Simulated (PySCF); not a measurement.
# CaB at other levels of theory

Starting from one script, swap the method and compare what comes out for CaB.

Computed with PySCF 2.14.0. Level: each script names its method and basis.

4 further runs of the same task are left out: 4 that didn't finish.

### Step 1. Where the work starts

CaB: 2 atoms, charge 0, spin multiplicity 2.

Bond lengths: Ca1–B2 2.766 Å.

### Step 2. Base script

The input, input.py:

```python
from pyscf import gto, scf, cc

mol = gto.M(
    atom='Ca 0 0 0; B 0 0 2.766',
    basis='sto-3g',
    charge=0,
    spin=1,
    verbose=3,
)
mf = scf.ROHF(mol)
mf.kernel()
mycc = cc.CCSD(mf)
mycc.kernel()
e = mycc.ipccsd(nroots=4)[0]
print('roots (eV) =', (e*27.211386).round(3))
mf.dip_moment()
print('orbital energies (hartree):', mf.mo_energy[..., max(0, mol.nelec[1]-3):mol.nelec[0]+3].round(4))
```

On the command line:

```
$ OMP_NUM_THREADS=1 python input.py
```

### Step 3. 0.5*hf+0.5*b88,lyp (ROKS)

Run 1 changes functional: none (Hartree–Fock) → 0.5*hf+0.5*b88,lyp; SCF type: ROHF → ROKS; step after the SCF: eomip → analyze.

The input, input.py:

```python
from pyscf import gto, dft

mol = gto.M(
    atom='Ca 0 0 0; B 0 0 2.766',
    basis='sto-3g',
    charge=0,
    spin=1,
    verbose=3,
)
mf = dft.ROKS(mol, xc='0.5*hf+0.5*b88,lyp')
mf.kernel()
mf.analyze()
print('orbital energies (hartree):', mf.mo_energy[..., max(0, mol.nelec[1]-3):mol.nelec[0]+3].round(4))
```

### Step 4. CASCI

Run 2 changes step after the SCF: eomip → casci; active space: none → 3 electrons in 4 orbitals.

The input, input.py:

```python
from pyscf import gto, scf, mcscf

mol = gto.M(
    atom='Ca 0 0 0; B 0 0 2.766',
    basis='sto-3g',
    charge=0,
    spin=1,
    verbose=3,
)
mf = scf.ROHF(mol)
mf.kernel()
mc = mcscf.CASCI(mf, 4, 3)
mc.kernel()
mc.analyze()
mf.dip_moment()
print('orbital energies (hartree):', mf.mo_energy[..., max(0, mol.nelec[1]-3):mol.nelec[0]+3].round(4))
```

### Step 5. Number of roots 15

Run 3 changes number of roots: 4 → 15.

input.py, as its differences from that of step 2:

```diff
@@ -13,3 +13,3 @@
 mycc.kernel()
-e = mycc.ipccsd(nroots=4)[0]
+e = mycc.ipccsd(nroots=15)[0]
 print('roots (eV) =', (e*27.211386).round(3))
```

### Step 6. Number of roots 2

Run 4 changes number of roots: 4 → 2.

input.py, as its differences from that of step 2:

```diff
@@ -13,3 +13,3 @@
 mycc.kernel()
-e = mycc.ipccsd(nroots=4)[0]
+e = mycc.ipccsd(nroots=2)[0]
 print('roots (eV) =', (e*27.211386).round(3))
```

Before running it: what results should come out? Wanted: for each run, E(SCF); from base; SCF dipole; after the SCF.

The runs gave:

```
                      run  E(SCF) (hartree)  from base (eV)  SCF dipole (D)                                   after the SCF
                     base       -694.129867               0            3.59  CCSD correlation -2.160 eV, first root 2.77 eV
0.5*hf+0.5*b88,lyp (ROKS)       -695.035118  not comparable            2.57                                             n/a
                    CASCI       -694.129867          0.0000            3.59                     CASCI correlation -0.192 eV
       number of roots 15       -694.129867          0.0000            3.59  CCSD correlation -2.160 eV, first root 2.77 eV
        number of roots 2       -694.129867          0.0000            3.59  CCSD correlation -2.160 eV, first root 2.77 eV
```

Total energies of different functionals can't be compared with each other; differences within one functional can.
